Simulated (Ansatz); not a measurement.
# Si4Sb: one candidate of a structure search

Aim: relax a trial structure of Si4Sb and see where it ends.

Computed with Ansatz 0.2.0 (DFT PBE, scalar-relativistic, plane waves, PAW, unless a step's input says otherwise).

## Step 1: The structure to begin with

Symmetry: P6/mmm, No. 191, hexagonal system. Conventional cell: a = 3.941 Å, b = 3.941 Å, c = 6.489 Å, α = 90.00°, β = 90.00°, γ = 120.00°. Si (site symmetry 6mm) is surrounded by 1 Si at 1.79 Å and 1 Sb at 2.35 Å. Around Si (site symmetry -6m2) lie 3 Sb at 2.28 Å and 3 Si at 2.28 Å. Sb (site symmetry 6/mmm) is surrounded by 8 Si at 2.28 to 2.35 Å.

Structure file:

```
CELL_PARAMETERS angstrom
3.94050 0.00000 0.00000
-1.97025 3.41257 0.00000
0.00000 0.00000 6.48939
ATOMIC_POSITIONS crystal
Si 0.00000 0.00000 0.36225
Si 0.00000 0.00000 0.63775
Si 0.33333 0.66667 0.00000
Si 0.66667 0.33333 0.00000
Sb 0.00000 0.00000 0.00000
```

A structure generator made this guess: random cell by space group and Wyckoff sites (P6/mmm, No. 191). Its size is a rough estimate.

## Step 2: A first look at the guess

Contents of input.yaml:

```yaml
crystal:
  lattice:
    - [3.94050033, 0.0, 0.0]
    - [-1.97025016, 3.41257339, 0.0]
    - [0.0, 0.0, 6.48939409]
  atoms:
    - { symbol: Si, position: [0.0, 0.0, 0.36225231] }
    - { symbol: Si, position: [0.0, 0.0, 0.63774769] }
    - { symbol: Si, position: [0.33333333, 0.66666667, 0.0] }
    - { symbol: Si, position: [0.66666667, 0.33333333, 0.0] }
    - { symbol: Sb, position: [0.0, 0.0, 0.0] }
basis:
  ecutwfc: 420
kpoints:
  mp_grid: { grid: [6, 6, 4] }
hamiltonian:
  xc: pbe
scf:
  occupations: { method: gaussian, width: 0.1 }
  lower_state_search: "off"
output:
  forces: true
  stress: true
  eigenvalues: true
```

The run is started by

```
ansatz run input.yaml --threads 1 --pin off --max-ram 2048MiB --backend cpu --events-out ev --progress --plain --runs-dir out
```

The program printed (excerpt; [...] marks lines left out):

```text
Warning: RAYON_NUM_THREADS=1 ignored (pool sized by the plan → 1); use --threads N
[...]
Pseudopotentials: kind: paw
Pseudopotential: Si, paw, valence charge 4, recommended cutoff 420 eV (normal), Si.paw.azcp
Pseudopotential: Sb, paw, valence charge 15, recommended cutoff 420 eV (normal), Sb.paw.azcp
Functional definition: PBE
[...]
Crystal: 5 atoms, lattice volume = 87.264 Å³
Basis set: ecut = 420 eV, 1737 PW (Γ), exchange–correlation on 54×54×90 points (8 copies of the dense FFT grid, shifted against one another)
Bands: 21, of which v1, the nominal top of the filled ones, is band 16 counted from 1 (15 counted from 0)
Symmetry: 24 space group operations
Space group: P6/mmm (ITA 191), of the structure as read, at distance tolerance 4.4e-5 Å
k-points: 21 of 144
[...]
SCF iter   1: F=—  HF=-9010.706714 eV  |F-HF|=—  |Δ(HF+E_count)|=         —  Δρ=1.06e-2  dr2=6.26e-1  ethr=1.77e-3  ⟨swp⟩=7.3  Hψ=2672  notcnv=0
[...]
SCF iter   9: F=-9010.617069 eV  HF=-9010.617069 eV  |F-HF|=2.57e-8  |Δ(HF+E_count)|=   1.09e-9  Δρ=3.06e-6  dr2=3.56e-8  ethr=3.23e-10  ⟨swp⟩=7.5  Hψ=1961  notcnv=0
[...]
SCF converged after 9 iterations
Free energy (F): -9010.617069 eV
[...]
E sigma→0 (E₀):  -9010.607954 eV
Entropy (-TS):   -0.018231 eV (-3.646 meV/atom)
Fermi energy:    10.080947 eV
[...]
--- Forces (eV/Å), atoms counted from 1 ---
  atom   1  Si     0.00000000    -0.00000000    -8.38486485
  atom   2  Si     0.00000000    -0.00000000     8.38486485
  atom   3  Si    -0.00000000     0.00000000     0.00000000
  atom   4  Si     0.00000000    -0.00000000     0.00000000
  atom   5  Sb    -0.00000000     0.00000000     0.00000000
[...]
--- Stress (GPa, compression-positive) ---
       74.335457      -0.000000       0.000000
       -0.000000      74.335457       0.000000
        0.000000       0.000000      74.653266
  P = ⅓ Tr σ = 74.4414 GPa (744.414 kbar)
--- Band table (eV; the first three rows and the last of 21) ---
  k-point 0: bands = ["-20.9075", "-20.9075", "-20.7697", "-20.5980", "-20.5980", "-7.5469", "0.2342", "0.3648", "3.8433", "3.8433", "5.4770", "5.4770", "6.8053", "8.5944", "9.4723", "9.9393", "10.6476", "10.6476", "12.3744", "12.8156", "12.8156"]
[...]
```

It took 8.1 s on 1 thread of AMD EPYC, shared host; peak memory 0.47 GiB.

From the probe: pressure 74.4 GPa, largest force 8.38 eV/Å, gap on this mesh none (metal). A guess like this is first relaxed loosely on the coarse mesh.

## Step 3: Coarse relaxation

Changes to input.yaml since step 2:

```diff
@@ -24 +24,6 @@
   eigenvalues: true
+relax:
+  adjacent_minimum: "off"
+  f_tol: 0.04
+  max_steps: 70
+  cell: { stress_tol: 0.4 }
```

The run is started by

```
ansatz run input.yaml --threads 1 --pin off --max-ram 2048MiB --backend cpu --events-out ev --progress --plain --runs-dir out
```

The program printed:

```text
Warning: RAYON_NUM_THREADS=1 ignored (pool sized by the plan → 1); use --threads N
Engine: ansatz 0.2.0, x86_64-unknown-linux-gnu
[... 4 set-up lines as earlier in the session ...]
  parameter kappa = 0.804
  parameter beta = 0.06672455060314922
  exchange = pbe_x(kappa = kappa, mu = beta*pi^2/3)
  correlation = pbe_c(beta = beta)
Crystal: 5 atoms, lattice volume = 87.264 Å³
Basis set: ecut = 420 eV, 1737 PW (Γ), exchange–correlation on 54×54×90 points (8 copies of the dense FFT grid, shifted against one another)
Bands: 21, of which v1, the nominal top of the filled ones, is band 16 counted from 1 (15 counted from 0)
[... 2 set-up lines as earlier in the session ...]
k-points: 21 of 144
Non-local potential: Si, projectors of the file, l = 0: 2, l = 1: 2, l = 2: 2
Non-local potential: Sb, projectors of the file, l = 0: 2, l = 1: 2, l = 2: 2, l = 3: 2
PAW form: soft (Blöchl's): semilocal exchange-correlation on the pseudo side does not see the compensation charge
PAW one-centre angular grid: Si, 110 points (default); XC on 64 Gauss nodes
PAW one-centre angular grid: Sb, 590 points (default); XC on 64 Gauss nodes
Initial density: superposition of atomic densities (neutral atoms: chi_scale 0, normalization atom), corrected by the library's trained network
Initial wavefunctions: pseudopotential atomic-orbital guess
Functional: x = pbe(κ = 0.804, μ = 0.2195149727645171), c = pbe(β = 0.06672455060314922)
SCF iter   1: F=—  HF=-9010.706714 eV  |F-HF|=—  |Δ(HF+E_count)|=         —  Δρ=1.06e-2  dr2=6.26e-1  ethr=1.77e-3  ⟨swp⟩=7.3  Hψ=2672  notcnv=0
preconditioner: auto → Kerker (q_TF=auto, 2.296 Å⁻¹)  [metal: Δε(μ)=0.074 eV  Ē_g=8.748 eV  σ=0.100 eV  W_gap=0.39  n_scr=22 (ndim 8)  ℏωp=18.2 eV  f_vac=0.000  D(μ)=2.49/eV (n_scr^D=22)]
SCF iter   2: F=—  HF=-9010.635685 eV  |F-HF|=—  |Δ(HF+E_count)|=   7.10e-2  Δρ=5.01e-3  dr2=1.45e-1  ethr=1.77e-3  ⟨swp⟩=1.1  Hψ=612  notcnv=0
SCF iter   3: F=—  HF=-9010.617318 eV  |F-HF|=—  |Δ(HF+E_count)|=   1.84e-2  Δρ=2.01e-3  dr2=6.92e-3  ethr=4.68e-4  ⟨swp⟩=2.1  Hψ=521  notcnv=0  defer=5
SCF iter   4: F=—  HF=-9010.618653 eV  |F-HF|=—  |Δ(HF+E_count)|=   1.34e-3  Δρ=1.58e-3  dr2=1.73e-2  ethr=2.23e-5  ⟨swp⟩=2.0  Hψ=611  notcnv=0  defer=5
SCF iter   5: F=—  HF=-9010.617003 eV  |F-HF|=—  |Δ(HF+E_count)|=   1.65e-3  Δρ=3.48e-4  dr2=6.52e-4  ethr=2.23e-5  ⟨swp⟩=1.5  Hψ=527  notcnv=0  defer=5
SCF iter   6: F=—  HF=-9010.616999 eV  |F-HF|=—  |Δ(HF+E_count)|=   4.35e-6  Δρ=7.93e-5  dr2=5.67e-6  ethr=2.10e-6  ⟨swp⟩=1.7  Hψ=515  notcnv=0  defer=7
SCF iter   7: F=—  HF=-9010.617069 eV  |F-HF|=—  |Δ(HF+E_count)|=   7.03e-5  Δρ=2.36e-5  dr2=9.55e-7  ethr=1.83e-8  ⟨swp⟩=2.0  Hψ=763  notcnv=0  defer=9
SCF iter   8: F=—  HF=-9010.617069 eV  |F-HF|=—  |Δ(HF+E_count)|=   2.89e-7  Δρ=9.30e-6  dr2=3.61e-7  ethr=3.08e-9  ⟨swp⟩=2.6  Hψ=683  notcnv=0  defer=9
SCF iter   9: F=-9010.617069 eV  HF=-9010.617069 eV  |F-HF|=2.57e-8  |Δ(HF+E_count)|=   1.18e-9  Δρ=3.06e-6  dr2=3.56e-8  ethr=3.23e-10  ⟨swp⟩=7.6  Hψ=1973  notcnv=0
SCF 1 converged in 9 iterations: F = -9010.617069 eV  dr2 = 3.56e-8
relax step   1: F+E_penalty+E_count = -9010.61706931 eV  Δ(F+E_penalty+E_count) = +0.000e0 eV  max|allowed force component| = 8.385e0 eV/Å  Δτ_max = 0.0000 Å  P = +74.441 GPa  Ω = 87.264 Å³  (9 SCF iters, dr2 threshold 1.00e-7 eV, accepted)
Crystal: 5 atoms, lattice volume = 100.436 Å³
Basis set: ecut = 420 eV, 1967 PW (Γ), exchange–correlation on 54×54×90 points (8 copies of the dense FFT grid, shifted against one another)
Initial density: handed on by an earlier stage of this run
Initial wavefunctions: those handed on with the density
iter 1 solved again at ethr=2.70e-3 eV; its pass at ethr=3.10e-3 eV (dr2=8.38e-1 eV) is discarded
SCF iter   1: F=—  HF=-9015.795521 eV  |F-HF|=—  |Δ(HF+E_count)|=         —  Δρ=1.64e-2  dr2=8.51e-1  ethr=2.70e-3  ⟨swp⟩=1.0  Hψ=3075  notcnv=0
preconditioner: auto → Kerker (q_TF=auto, 2.243 Å⁻¹)  [metal: Δε(μ)=0.065 eV  Ē_g=8.035 eV  σ=0.100 eV  W_gap=0.35  n_scr=22 (ndim 8)  ℏωp=17.0 eV  f_vac=0.000  D(μ)=5.93/eV (n_scr^D=54)]
SCF iter   2: F=—  HF=-9015.667098 eV  |F-HF|=—  |Δ(HF+E_count)|=   1.28e-1  Δρ=8.23e-3  dr2=1.18e-1  ethr=2.70e-3  ⟨swp⟩=1.7  Hψ=466  notcnv=0
SCF iter   3: F=—  HF=-9015.637620 eV  |F-HF|=—  |Δ(HF+E_count)|=   2.95e-2  Δρ=3.78e-3  dr2=2.66e-2  ethr=3.79e-4  ⟨swp⟩=1.8  Hψ=645  notcnv=0
SCF iter   4: F=—  HF=-9015.629954 eV  |F-HF|=—  |Δ(HF+E_count)|=   7.67e-3  Δρ=7.52e-4  dr2=1.05e-3  ethr=8.57e-5  ⟨swp⟩=2.1  Hψ=637  notcnv=0  defer=2
SCF iter   5: F=—  HF=-9015.630038 eV  |F-HF|=—  |Δ(HF+E_count)|=   8.46e-5  Δρ=2.02e-4  dr2=6.66e-5  ethr=3.38e-6  ⟨swp⟩=2.1  Hψ=641  notcnv=0  defer=2
SCF iter   6: F=—  HF=-9015.630179 eV  |F-HF|=—  |Δ(HF+E_count)|=   1.41e-4  Δρ=5.75e-5  dr2=4.73e-6  ethr=2.15e-7  ⟨swp⟩=2.3  Hψ=712  notcnv=0  defer=3
SCF iter   7: F=—  HF=-9015.630180 eV  |F-HF|=—  |Δ(HF+E_count)|=   1.07e-6  Δρ=1.92e-5  dr2=7.87e-7  ethr=1.61e-9  ⟨swp⟩=8.9  Hψ=2361  notcnv=0
SCF iter   8: F=-9015.630180 eV  HF=-9015.630180 eV  |F-HF|=9.96e-8  |Δ(HF+E_count)|=   2.80e-8  Δρ=5.65e-6  dr2=1.75e-7  ethr=1.61e-9  ⟨swp⟩=4.8  Hψ=1487  notcnv=0
the search or the solves at the SCF's close seem to have found levels that the self-consistency loop had missed (the run counts 1). By its estimate they hold under 1e-12 electrons; where the run keeps them, the occupations were computed again with them
SCF 2 converged in 8 iterations: F = -9015.630180 eV  dr2 = 1.75e-7
relax step   2: F+E_penalty+E_count = -9015.63018034 eV  Δ(F+E_penalty+E_count) = -5.013e0 eV  max|allowed force component| = 2.084e0 eV/Å  Δτ_max = 0.0462 Å  P = +40.317 GPa  Ω = 100.436 Å³  energy of the carried Pulay correction = -4.047e-3 eV  (8 SCF iters, dr2 threshold 5.00e-7 eV, accepted)
Crystal: 5 atoms, lattice volume = 113.885 Å³
Basis set: ecut = 420 eV, 2249 PW (Γ), exchange–correlation on 54×54×90 points (8 copies of the dense FFT grid, shifted against one another)
iter 1 solved again at ethr=3.09e-4 eV; its pass at ethr=3.10e-3 eV (dr2=9.57e-2 eV) is discarded
SCF iter   1: F=—  HF=-9018.273590 eV  |F-HF|=—  |Δ(HF+E_count)|=         —  Δρ=7.59e-3  dr2=9.89e-2  ethr=3.09e-4  ⟨swp⟩=1.0  Hψ=3075  notcnv=0
preconditioner: auto → Kerker (q_TF=auto, 2.196 Å⁻¹)  [metal: Δε(μ)=0.009 eV  Ē_g=7.463 eV  σ=0.100 eV  W_gap=0.05  n_scr=22 (ndim 8)  ℏωp=15.9 eV  f_vac=0.000  D(μ)=6.13/eV (n_scr^D=54)]
SCF iter   2: F=—  HF=-9018.250226 eV  |F-HF|=—  |Δ(HF+E_count)|=   2.34e-2  Δρ=4.37e-3  dr2=3.14e-2  ethr=3.09e-4  ⟨swp⟩=1.2  Hψ=445  notcnv=0
SCF iter   3: F=—  HF=-9018.240414 eV  |F-HF|=—  |Δ(HF+E_count)|=   9.81e-3  Δρ=8.40e-4  dr2=1.98e-3  ethr=1.01e-4  ⟨swp⟩=2.1  Hψ=631  notcnv=0
SCF iter   4: F=—  HF=-9018.240264 eV  |F-HF|=—  |Δ(HF+E_count)|=   1.50e-4  Δρ=2.83e-4  dr2=1.94e-4  ethr=6.39e-6  ⟨swp⟩=1.7  Hψ=540  notcnv=0
SCF iter   5: F=—  HF=-9018.240366 eV  |F-HF|=—  |Δ(HF+E_count)|=   1.02e-4  Δρ=1.07e-4  dr2=1.91e-5  ethr=6.25e-7  ⟨swp⟩=2.0  Hψ=615  notcnv=0
SCF iter   6: F=—  HF=-9018.240373 eV  |F-HF|=—  |Δ(HF+E_count)|=   7.47e-6  Δρ=3.33e-5  dr2=2.53e-6  ethr=6.16e-8  ⟨swp⟩=2.3  Hψ=748  notcnv=0
SCF iter   7: F=-9018.240374 eV  HF=-9018.240374 eV  |F-HF|=1.16e-8  |Δ(HF+E_count)|=   3.84e-7  Δρ=1.12e-5  dr2=2.81e-7  ethr=1.61e-9  ⟨swp⟩=7.1  Hψ=2247  notcnv=0
SCF 3 converged in 7 iterations: F = -9018.240374 eV  dr2 = 2.81e-7
relax step   3: F+E_penalty+E_count = -9018.24037356 eV  Δ(F+E_penalty+E_count) = -2.610e0 eV  max|allowed force component| = 1.034e0 eV/Å  Δτ_max = 0.0070 Å  P = +22.087 GPa  Ω = 113.885 Å³  energy of the carried Pulay correction = -7.638e-3 eV  (7 SCF iters, dr2 threshold 5.00e-7 eV, accepted)
[... from here on, the SCF cycles and remarks between the steps are left out ...]
relax step   4: F+E_penalty+E_count = -9019.63871572 eV  Δ(F+E_penalty+E_count) = -1.398e0 eV  max|allowed force component| = 2.630e-1 eV/Å  Δτ_max = 0.0108 Å  P = +10.406 GPa  Ω = 127.425 Å³  energy of the carried Pulay correction = -1.081e-2 eV  (8 SCF iters, dr2 threshold 5.00e-7 eV, accepted)
relax step   5: F+E_penalty+E_count = -9020.22287650 eV  Δ(F+E_penalty+E_count) = -5.842e-1 eV  max|allowed force component| = 1.046e-1 eV/Å  Δτ_max = 0.0044 Å  P = +2.740 GPa  Ω = 141.618 Å³  energy of the carried Pulay correction = -1.374e-2 eV  (7 SCF iters, dr2 threshold 5.00e-7 eV, accepted)
relax step   6: F+E_penalty+E_count = -9020.29439205 eV  Δ(F+E_penalty+E_count) = -7.152e-2 eV  max|allowed force component| = 7.803e-2 eV/Å  Δτ_max = 0.0011 Å  P = +0.543 GPa  Ω = 147.695 Å³  energy of the carried Pulay correction = -1.489e-2 eV  (5 SCF iters, dr2 threshold 5.00e-7 eV, accepted)
relax step   7: F+E_penalty+E_count = -9020.30315391 eV  Δ(F+E_penalty+E_count) = -8.762e-3 eV  max|allowed force component| = 3.177e-2 eV/Å  Δτ_max = 0.0013 Å  P = -0.255 GPa  Ω = 150.340 Å³  energy of the carried Pulay correction = -1.537e-2 eV  (5 SCF iters, dr2 threshold 5.00e-7 eV, accepted)
relax step   8: F+E_penalty+E_count = -9020.53997808 eV  Δ(F+E_penalty+E_count) = -2.368e-1 eV  max|allowed force component| = 3.625e-2 eV/Å  Δτ_max = 0.0000 Å  P = +1.762 GPa  Ω = 150.340 Å³  stress off target by 2.09e0 GPa  SCF on the basis re-selected at this cell (its energy is not comparable with the rows above)  (6 SCF iters)
relax step   9: F+E_penalty+E_count = -9020.58572943 eV  Δ(F+E_penalty+E_count) = -4.575e-2 eV  max|allowed force component| = 9.771e-2 eV/Å  Δτ_max = 0.0011 Å  P = +0.183 GPa  Ω = 157.305 Å³  energy of the carried Pulay correction = -9.612e-4 eV  (6 SCF iters, dr2 threshold 5.00e-7 eV, accepted)
relax step  10: F+E_penalty+E_count = -9020.58672606 eV  Δ(F+E_penalty+E_count) = -9.966e-4 eV  max|allowed force component| = 1.069e-2 eV/Å  Δτ_max = 0.0052 Å  P = -0.029 GPa  Ω = 158.558 Å³  energy of the carried Pulay correction = -1.167e-3 eV  (5 SCF iters, dr2 threshold 5.00e-7 eV, accepted)
iter 1 solved again at ethr=5.71e-7 eV; its pass at ethr=3.10e-3 eV (dr2=1.77e-4 eV) is discarded
SCF iter   1: F=—  HF=-9020.587843 eV  |F-HF|=—  |Δ(HF+E_count)|=         —  Δρ=3.22e-5  dr2=2.06e-7  ethr=5.71e-7  ⟨swp⟩=3.3  Hψ=3682  notcnv=0
eigensolver tolerance schedule: the retry pair's looser diagonalisation over-reported the residual by 858.46 of it (diagonalisation noise at 0.19 of the residual, at the tolerance the schedule requests for it); recorded, not acted on — ethr = c·dr2/N_el stays at c = 1.0e-1
preconditioner: auto → LDOS  [metal: Δε(μ)=0.006 eV  Ē_g=6.293 eV  σ=0.100 eV  W_gap=0.04  n_scr=22 (ndim 8)  ℏωp=13.5 eV  f_vac=0.038  D(μ)=5.96/eV (n_scr^D=42)  β→1.0]
SCF iter   2: F=—  HF=-9020.587814 eV  |F-HF|=—  |Δ(HF+E_count)|=   2.92e-5  Δρ=6.18e-6  dr2=4.48e-8  ethr=6.64e-10  ⟨swp⟩=2.9  Hψ=902  notcnv=0
SCF iter   3: F=—  HF=-9020.587814 eV  |F-HF|=—  |Δ(HF+E_count)|=   1.94e-8  Δρ=1.53e-6  dr2=3.71e-9  ethr=1.44e-10  ⟨swp⟩=2.0  Hψ=769  notcnv=0
SCF iter   4: F=-9020.587814 eV  HF=-9020.587814 eV  |F-HF|=6.73e-11  |Δ(HF+E_count)|=   3.96e-9  Δρ=2.90e-7  dr2=2.65e-10  ethr=1.03e-11  ⟨swp⟩=7.1  Hψ=1986  notcnv=0
SCF 11 converged in 4 iterations: F = -9020.587814 eV  dr2 = 2.65e-10
relax step  11: F+E_penalty+E_count = -9020.58781371 eV  Δ(F+E_penalty+E_count) = -1.088e-3 eV  max|allowed force component| = 1.037e-2 eV/Å  Δτ_max = 0.0000 Å  P = -0.032 GPa  Ω = 158.558 Å³  stress off target by 5.01e-2 GPa  SCF on the basis re-selected at this cell (its energy is not comparable with the rows above)  (4 SCF iters)
basis re-selected at this cell: Δ(F+E_penalty+E_count) = -1.088e-3 eV, ΔP = -0.004 GPa vs the last step (what re-selecting the basis moved, of the pressure what is left beyond the Pulay correction that the steps carried, after the strain that the cell walked since its last selection, with what the two solves' SCF thresholds leave and, on support functions, any second-order correction that the steps lacked; it is no measure of the basis error at this ecutwfc). This SCF's stress stands 5.01e-2 GPa from its target on what of the cell is left free (relax.cell.stress_tol is 4.00e-1 GPa) and its largest allowed force component is 1.04e-2 eV/Å (relax.f_tol is 4.00e-2 eV/Å): within both
SCF converged after 4 iterations
Free energy (F): -9020.587814 eV
Harris-Foulkes:  -9020.587814 eV  (|F-HF|=6.73e-11)
Internal energy: -9020.558038 eV  (E = F + TS)
E sigma→0 (E₀):  -9020.572926 eV
Entropy (-TS):   -0.029775 eV (-5.955 meV/atom)
Fermi energy:    3.563953 eV
--- Per-component energies (eV) ---
  E_band       = -278.929244
  E_kinetic    = 353.739947
  E_local      = -2951.375951  (includes V_loc(G=0)·N_el)
  E_nonlocal   = 468.191427
  E_hartree    = 1313.291607
  E_xc         = -352.590400
  E_vxc        = -273.840077  (∫ρ·V_xc dr)
  E_paw        = -6623.899094  (= ΣΔE_a)
  E_vpaw       = -502.228326  (= ΣTr[D̂ρ^β])
  E_aug_tail   = 0.000029  (compensation charges beyond the density's cutoff)
  E_ewald      = -1227.915604
  E_smearing   = -0.029775  (= −TS)
  E_closure    = 0.000000  (closes the sum)
  Σ components = -9020.587814   (vs F -9020.587814, Δ=0.00e0)
--- Forces (eV/Å), atoms counted from 1 ---
  atom   1  Si     0.00000000     0.00000000    -0.01036944
  atom   2  Si     0.00000000    -0.00000000     0.01036944
  atom   3  Si    -0.00000000    -0.00000000     0.00000000
  atom   4  Si     0.00000000     0.00000000    -0.00000000
  atom   5  Sb    -0.00000000     0.00000000     0.00000000
  max |Σ_I F_I| component: 4.63e-18 eV/Å
--- Stress (GPa, compression-positive) ---
       -0.023401      -0.000000      -0.000000
       -0.000000      -0.023401      -0.000000
       -0.000000      -0.000000      -0.050113
  P = ⅓ Tr σ = -0.0323 GPa (-0.323 kbar)
--- Band table (eV; the first three rows and the last of 21) ---
  k-point 0: bands = ["-25.7982", "-25.7522", "-25.7522", "-25.7488", "-25.7488", "-8.4721", "-4.6289", "-3.1538", "-1.7551", "-0.1966", "0.1816", "0.1816", "1.3428", "1.3428", "2.9191", "3.6450", "3.8953", "3.8953", "5.0105", "5.5624", "5.5624"]
  k-point 1: bands = ["-25.7982", "-25.7522", "-25.7522", "-25.7488", "-25.7488", "-8.4519", "-4.9537", "-2.6310", "-1.5633", "-0.1961", "0.1992", "0.1992", "1.3439", "1.3439", "1.5690", "3.6145", "3.6370", "3.6370", "6.0905", "6.0905", "6.2228"]
  k-point 2: bands = ["-25.7982", "-25.7522", "-25.7522", "-25.7488", "-25.7488", "-8.4310", "-5.1806", "-2.3046", "-0.8920", "-0.1956", "0.2173", "0.2173", "0.2584", "1.3451", "1.3451", "3.4444", "3.4444", "3.5583", "6.2098", "6.6659", "6.6659"]
  k-point 20: bands = ["-25.7972", "-25.7524", "-25.7524", "-25.7482", "-25.7482", "-7.1090", "-4.9667", "-4.6060", "-4.6060", "-0.3727", "-0.1165", "1.8721", "1.8721", "2.7413", "2.7413", "3.0267", "4.4743", "4.4743", "5.5538", "5.5538", "8.6891"]
--- Relaxed structure (9 steps of the walk, 9 accepted, 2 SCFs on fresh bases) ---
  F+E_penalty+E_count = -9020.58781371 eV   max|allowed force component| = 1.037e-2 eV/Å   (the final SCF, on the basis selected at the relaxed cell)
  cell:  # Å, volume = 158.5580 Å³
    - [4.9573875139445125, -3.6317074796698697e-9, 0.0]
    - [-2.478693753827105, 4.293223525295584, 0.0]
    - [0.0, 0.0, 7.44992389601108]
  atoms:
    - { symbol: Si, position: [1.2156328559270935e-34, 6.819385508357079e-35, 0.3526584180905225] }
    - { symbol: Si, position: [1.7408416209276467e-34, 1.8341795492303986e-34, 0.6473415819094777] }
    - { symbol: Si, position: [0.3333333333333333, 0.6666666666666667, 0.0] }
    - { symbol: Si, position: [0.6666666666666666, 0.33333333333333337, 0.0] }
    - { symbol: Sb, position: [-8.182858908211849e-35, -4.068116177129357e-34, 0.0] }
```

Run time: 98 s. Hardware: 1 thread of AMD EPYC, shared host; peak memory 0.54 GiB.

Step by step:

| step | E - E(step 1) (eV/cell) | largest force component (eV/Å) | pressure (GPa) | volume (Å³) |
| --- | --- | --- | --- | --- |
| 1 | 0.0000 | 8.3849 | 74.44 | 87.26 |
| 2 | -5.0131 | 2.0838 | 40.32 | 100.44 |
| 3 | -7.6233 | 1.0337 | 22.09 | 113.88 |
| 4 | -9.0216 | 0.2630 | 10.41 | 127.43 |
| 5 | -9.6058 | 0.1046 | 2.74 | 141.62 |
| 6 | -9.6773 | 0.0780 | 0.54 | 147.70 |
| 7 | -9.6861 | 0.0318 | -0.25 | 150.34 |
| 8 | -9.9229 | 0.0363 | 1.76 | 150.34 |
| 9 | -9.9687 | 0.0977 | 0.18 | 157.31 |
| 10 | -9.9697 | 0.0107 | -0.03 | 158.56 |
| 11 | -9.9707 | 0.0104 | -0.03 | 158.56 |

Step 1 is the start. Steps 8, 11 each repeat the geometry before them on a plane-wave basis chosen anew, so the energy can jump there without any move.

|  | before | after | change |
| --- | --- | --- | --- |
| a (Å) | 3.941 | 4.957 | +25.8 % |
| b (Å) | 3.941 | 4.957 | +25.8 % |
| c (Å) | 6.489 | 7.450 | +14.8 % |
| volume (Å³/atom) | 17.45 | 31.71 | +81.7 % |
| shortest distance (Å) | 1.788 | 2.195 | +22.8 % |
| space group (0.01 Å) | P6/mmm | P6/mmm | same |

Forces and stress were held to the start's 24 operations: a distortion of lower symmetry was not tested.

(Part 1 of 2 ends here.)
